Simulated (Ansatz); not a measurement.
**TiAl: a tetragonal deformation path**

The task here is to estimate one member of a computed series from the others.

Method: DFT PBEsol, scalar-relativistic, plane waves, PAW, in Ansatz 0.2.0.

**The structure to begin with**

Symmetry: Pm-3m, No. 221, cubic system. The conventional cell has a = 3.179 Å, b = 3.179 Å, c = 3.179 Å, α = 90.00°, β = 90.00°, γ = 90.00°. Ti (site symmetry m-3m) is surrounded by 8 Al at 2.75 Å. Al (site symmetry m-3m) is surrounded by 8 Ti at 2.75 Å.

Coordinates:

```cif
data_structure
_symmetry_space_group_name_H-M 'Pm-3m'
_symmetry_Int_Tables_number 221
_cell_length_a 3.1791
_cell_length_b 3.1791
_cell_length_c 3.1791
_cell_angle_alpha 90.000
_cell_angle_beta 90.000
_cell_angle_gamma 90.000
_cell_volume 32.13
loop_
_atom_site_label
_atom_site_type_symbol
_atom_site_symmetry_multiplicity
_atom_site_Wyckoff_symbol
_atom_site_fract_x
_atom_site_fract_y
_atom_site_fract_z
_atom_site_occupancy
Ti1 Ti 1 a 0.00000 0.00000 0.00000 1
Al1 Al 1 b 0.50000 0.50000 0.50000 1
```

It goes back to an entry of the Materials Project, which need not be the stable form.

No relaxation comes first: the listed cell is the starting point.

Set-up of the first run:

File input.yaml:

```yaml
crystal:
  lattice:
    - [3.179064, 0.0, 0.0]
    - [0.0, 3.179064, 0.0]
    - [0.0, 0.0, 3.179064]
  atoms:
    - { symbol: Ti, position: [0.0, 0.0, 0.0] }
    - { symbol: Al, position: [0.5, 0.5, 0.5] }
basis:
  ecutwfc: 350.0
kpoints:
  mp_grid: { grid: [16, 16, 16] }
hamiltonian:
  xc: pbesol
scf:
  occupations: { method: gaussian, width: 0.15 }
output:
  forces: true
  stress: true
  eigenvalues: true
```

Run with:

```console
$ ansatz run input.yaml --threads 1 --pin off --max-ram 2560MiB --backend cpu --events-out ev --progress --plain --runs-dir out
```

Steps of the session up to this table: The undisturbed cell; Point ρ = 0.707; ρ = 1.414; Point ρ = 0.850; Point ρ = 1.200; ρ = 0.780; ρ = 1.300; Point ρ = 0.920; ρ = 1.100; ρ = 0.650; ρ = 1.500; At ρ = 0.960; Point ρ = 1.050.

One table of the session follows, with a row left open; its other results are not shown here.

Collected from the runs (energy zero: the undisturbed cell):

```
    ρ  ΔE (meV/atom)  pressure (GPa)
0.650          247.0             4.5
0.707          100.3             1.8
0.780            9.4            -0.4
0.850          -10.9            -1.6
0.920           -6.5            -2.2
0.960           -2.2            -2.4
1.000            0.0            -2.4
1.050           -5.7            -2.4
1.100              ?               ?
1.200          -72.2            -2.4
1.300         -114.8            -2.3
1.414         -138.0            -2.1
1.500         -134.8            -2.1
```

**Question.** Estimate the row for ρ = 1.100.

Worked estimate for «ΔE (meV/atom)». A straight line through the neighbours (1.050, -5.7) and (1.200, -72.2) gives -5.7 + (-72.2 + 5.7) × (1.100 − 1.050) / (1.200 − 1.050) = -27.9; a parabola fitted to 4 rows on both sides gives -28.6.

As computed: ΔE (meV/atom): -22.4; pressure (GPa): -2.4. In «ΔE (meV/atom)» the line misses by -5.5 and the parabola by -6.2.

Caveats from the session: The settings are coarse, so take the values as rough. Warnings in the runs' records: cutoff below recommended.
